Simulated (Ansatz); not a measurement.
# C2H7BO: how energies converge with the basis set

An exercise on one series of results from a longer session: the logs are not shown, and one member is left open.

Program: Ansatz 0.2.0, Gaussian basis. Level of theory: one geometry, several basis sets. These are calculated values, not measurements.

Levels to be run: PBE0-D4/def2-SVP; ωB97M-V/def2-SVP; PBE0-D4/def2-QZVPP; ωB97M-V/def2-QZVPP; the functionals' def2-TZVPP values are taken from earlier runs.

**The relaxed structure**

All runs share one geometry, relaxed beforehand with PBE0-D4 in a triple-zeta def2 set.

SMILES `CBCO`, 11 atoms, charge 0, spin multiplicity 1.

Atoms are counted from 1 here; the program's logs count them from 0.

Bond lengths: C1–B2 1.556 Å, C1–H5 1.097 Å, C1–H6 1.092 Å, C1–H7 1.097 Å, B2–C3 1.553 Å, B2–H8 1.207 Å, C3–O4 1.414 Å, C3–H9 1.104 Å, C3–H10 1.104 Å, O4–H11 0.959 Å. Angles: B2–C1–H5 109.8°, B2–C1–H6 115.2°, B2–C1–H7 109.6°, H5–C1–H6 108.6°, H5–C1–H7 104.6°, H6–C1–H7 108.5°, C1–B2–C3 122.1°, C1–B2–H8 119.1°, C3–B2–H8 118.8°, B2–C3–O4 118.7°, B2–C3–H9 107.4°, B2–C3–H10 107.4°, O4–C3–H9 109.3°, O4–C3–H10 109.3°, H9–C3–H10 103.6°, C3–O4–H11 107.8°.

Coordinates:

```xyz
11

C    -0.5151    1.4954    0.2431
B    -0.2073    0.1273   -0.4304
C     0.5309   -1.0144    0.3204
O     0.7758   -2.2283   -0.3628
H    -1.5932    1.6931    0.2057
H    -0.1795    1.5899    1.2780
H    -0.0647    2.3047   -0.3447
H    -0.5510   -0.0549   -1.5733
H    -0.0373   -1.2231    1.2441
H     1.4869   -0.6035    0.6901
H     0.4198   -2.1431   -1.2497
```

Set-up of the first run:

Contents of in.yaml:

```yaml
crystal:
  periodic: [false, false, false]
  atoms:
    - {symbol: C, position_ang: [-0.515054, 1.495398, 0.243096]}
    - {symbol: B, position_ang: [-0.207254, 0.127332, -0.430354]}
    - {symbol: C, position_ang: [0.530879, -1.014406, 0.320361]}
    - {symbol: O, position_ang: [0.775758, -2.228291, -0.362775]}
    - {symbol: H, position_ang: [-1.593199, 1.693086, 0.205680]}
    - {symbol: H, position_ang: [-0.179505, 1.589913, 1.278047]}
    - {symbol: H, position_ang: [-0.064680, 2.304651, -0.344730]}
    - {symbol: H, position_ang: [-0.550994, -0.054941, -1.573278]}
    - {symbol: H, position_ang: [-0.037293, -1.223058, 1.244120]}
    - {symbol: H, position_ang: [1.486914, -0.603462, 0.690103]}
    - {symbol: H, position_ang: [0.419827, -2.143123, -1.249673]}
basis:
  gaussian: {orbitals: def2-SVP}
hamiltonian: {xc: pbe0, dispersion: d4}
output: {orbitals: {seedname: orbitals}}
```

Launch:

```sh
ansatz run in.yaml --threads 2 --pin off --events-out ev --progress --plain --max-ram 4352MiB
```

Steps of the session up to this table: PBE0-D4 in def2-SVP; ωB97M-V in def2-SVP; PBE0-D4 in def2-QZVPP; ωB97M-V in def2-QZVPP.

One table of the session follows, with a row left open; its other results are not shown here.

It belongs to the step «Functionals by basis». 

| functional | basis | HOMO (eV) |
| --- | --- | --- |
| PBE0-D4 | def2-SVP | -7.46 |
| PBE0-D4 | def2-TZVPP | ? |
| PBE0-D4 | def2-QZVPP | -7.86 |
| ωB97M-V | def2-SVP | -9.91 |
| ωB97M-V | def2-TZVPP | -10.25 |
| ωB97M-V | def2-QZVPP | -10.31 |

**Question.** Estimate the row for PBE0-D4, def2-TZVPP.

The run gave: HOMO (eV): -7.80. In the column «HOMO (eV)» it lies between PBE0-D4, def2-QZVPP (-7.86) and PBE0-D4, def2-SVP (-7.46).
